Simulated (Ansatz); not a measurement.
# B2FH3O: the cost of one run

Method: RKS PBE0-D4/def2-SVP, in Ansatz 0.2.0.

## (1) The starting structure

Bond lengths: O1–B2 1.335 Å, B2–B3 1.687 Å, B3–F4 1.322 Å, O1–H5 0.960 Å, B2–H6 1.193 Å, B3–H7 1.183 Å. Angles: O1–B2–B3 122.1°, O1–B2–H6 119.1°, B3–B2–H6 118.7°, B2–O1–H5 118.2°, B2–B3–F4 122.5°, B2–B3–H7 124.3°, F4–B3–H7 112.9°.

Coordinates:

```xyz
7

O    -0.1830    0.9522   -1.2193
B     0.1165    0.5068    0.0033
B    -0.0858   -1.1093    0.4440
F    -1.1509   -1.5393    1.0983
H    -0.0168    1.8757   -1.4195
H     0.5856    1.2630    0.7977
H     0.7344   -1.9491    0.2955
```

## (2) End point A

File input.yaml:

```yaml
crystal:
  periodic: [false, false, false]
  atoms:
    - { symbol: O, position_ang: [-0.183, 0.95216, -1.21926] }
    - { symbol: B, position_ang: [0.11646, 0.50684, 0.0033] }
    - { symbol: B, position_ang: [-0.08575, -1.10932, 0.44395] }
    - { symbol: F, position_ang: [-1.1509, -1.53925, 1.09831] }
    - { symbol: H, position_ang: [-0.01678, 1.8757, -1.41951] }
    - { symbol: H, position_ang: [0.58561, 1.26297, 0.79774] }
    - { symbol: H, position_ang: [0.73436, -1.9491, 0.29548] }
basis:
  gaussian: { orbitals: def2-SVP }
hamiltonian:
  xc: pbe0
  dispersion: d4
relax:
  f_tol: 0.015
  max_steps: 40
```

Run with:

```bash
$ ansatz run input.yaml --threads 1 --pin off --max-ram 2048MiB --backend cpu --events-out ev --progress --plain --runs-dir out
```

Q: Estimate wall time and peak memory on 1 thread of Intel Xeon Platinum 8259CL at 2.50GHz (Skylake/Cascade Lake), shared host.

About 19 s, with a peak of 0.17 GiB.
